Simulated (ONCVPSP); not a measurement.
**Pseudopotential generation for copper: ONCV, PBEsol**

Task: generate the file, and judge it by its errors in other configurations, its logarithmic derivatives, its ghosts and its cutoff.

Program: ONCVPSP 4.0.1.1 (patched build). Reference atom: PBEsol, scalar-relativistic, spherical and spin-unpolarised. All values are calculated.

## Step 1: The atom and the settings

Typed settings, in words:

```json
{
  "element": "copper (Cu, Z = 29)",
  "type": "optimised norm-conserving Vanderbilt (ONCV)",
  "frozen core": "[Ne] 3s2",
  "valence charge": "17",
  "reference configuration": "3p6 3d10 4s1",
  "partial waves": "4s: rc 2.05 bohr, ncon 4, nbas 7, qcut 3.7 1/bohr, 1 projector; 3p: rc 0.65 bohr, ncon 3, nbas 6, qcut 13.2 1/bohr, 2 projectors, debl 2.1 Ha; 3d: rc 1.20 bohr, ncon 3, nbas 8, qcut 11.6 1/bohr, 1 projector; f scattering state at 0.27 Ha: rc 1.95 bohr, ncon 3, nbas 6, qcut 6.6 1/bohr, 1 projector",
  "local potential": "polynomial inside 0.45 bohr (lpopt 5, dvloc0 0 Ha)",
  "core correction": "Teter function, fcfact 2.5, rcfact 1.65"
}
```

The nodes and maxima of the atom's own shells, from an earlier all-electron run, set the scale for the radii.

All-electron outer shells of the reference configuration (PBEsol, scalar-relativistic, ld1.x):

```csv
shell,level (eV),outermost node (bohr),outermost maximum (bohr)
3s,-114.40,0.29,0.61
3p,-72.00,0.26,0.62
3d,-5.06,–,0.60
4s,-4.61,0.89,2.27
4p,-0.64,0.98,3.56
```

## Step 2: The generation run

The input, Cu.dat:

```
# ATOM AND REFERENCE CONFIGURATION
# atsym  z   nc   nv     iexc    psfile
  Cu 29.00    4    3  -116133      upf
#
#   n    l    f
    1    0    2.00
    2    0    2.00
    2    1    6.00
    3    0    2.00
    3    1    6.00
    3    2   10.00
    4    0    1.00
#
# PSEUDOPOTENTIAL AND OPTIMIZATION
# lmax
    3
#
#   l,   rc,      ep,       ncon, nbas, qcut
    0    2.05    0.00    4    7    3.70
    1    0.65    0.00    3    6   13.20
    2    1.20    0.00    3    8   11.60
    3    1.95    0.27    3    6    6.60
#
# LOCAL POTENTIAL
# lloc, lpopt,  rc(5),   dvloc0
    4    5    0.45    0.00
#
# VANDERBILT-KLEINMAN-BYLANDER PROJECTORs
# l, nproj, debl
    0    1    3.00
    1    2    2.10
    2    1    3.20
    3    1    0.80
#
# MODEL CORE CHARGE
# icmod, fcfact, rcfact
    3    2.50    1.65
#
# LOG DERIVATIVE ANALYSIS
# epsh1, epsh2, depsh
   -4.00    5.00    0.02
#
# OUTPUT GRID
# rlmax, drl
    6.00    0.01
#
# TEST CONFIGURATIONS
# ncnf
    4
# nvcnf
#   n    l    f
    3
    3    1    6.00
    3    2   10.00
    4    0    0.00
#
    3
    3    1    6.00
    3    2    9.00
    4    0    0.00
#
    3
    3    1    6.00
    3    2    8.00
    4    0    0.00
#
    3
    3    1    6.00
    3    2    9.00
    4    0    1.00
#
```

On the command line:

```
$ oncvpsp.x < Cu.dat > Cu.out
```

**Question.** What will these runs give? Wanted: cutoffs for 1 and 0.1 mHa per electron, occupied waves; bound ghosts; GHOST(+) flags; configuration tests; largest phase difference near zero energy, channels read; rms error of d²Exc/dn², without and with the model core; projector energies reset by the program.

The runs gave:

| quantity | value |
| --- | --- |
| cutoffs for 1 and 0.1 mHa per electron, occupied waves | 81 Ha and 232 Ha |
| bound ghosts | s at -762.13 eV |
| GHOST(+) flags | s at 5 eV, f at 22 eV |
| configuration tests | no usable energy difference |
| largest phase difference near zero energy, channels read | 3.073 rad |
| rms error of d²Exc/dn², without and with the model core | 3.39 and 1.58 mHa |
| projector energies reset by the program | p: -2.646, 0.250 Ha |

In words: It has a bound ghost (s), a state that the atom doesn't have, and that rules the file out. Of the tests 4 gave no usable energy difference, which is a warning in itself. By its cutoff, 81 Ha for the looser tolerance, it is very hard. The tighter tolerance needs 232 Ha, and converged work needs a cutoff nearer that. At the looser tolerance the 3p wave is the slowest; 3d needs 57 Ha. Near zero energy the largest phase difference among the channels read is 3.07 rad, in the s channel (at the energies tabulated). A step near π is an extra or missing state, not a misfit of shape. The pseudo curves have poles with no partner nearby in the atom's: s at 0.19 Ha, f at 0.80 Ha. At positive energy that is a spurious or a displaced resonance. The program also flags highly localised states, GHOST(+) (s, f). These are tests on the free atom; a crystal test is still owed.
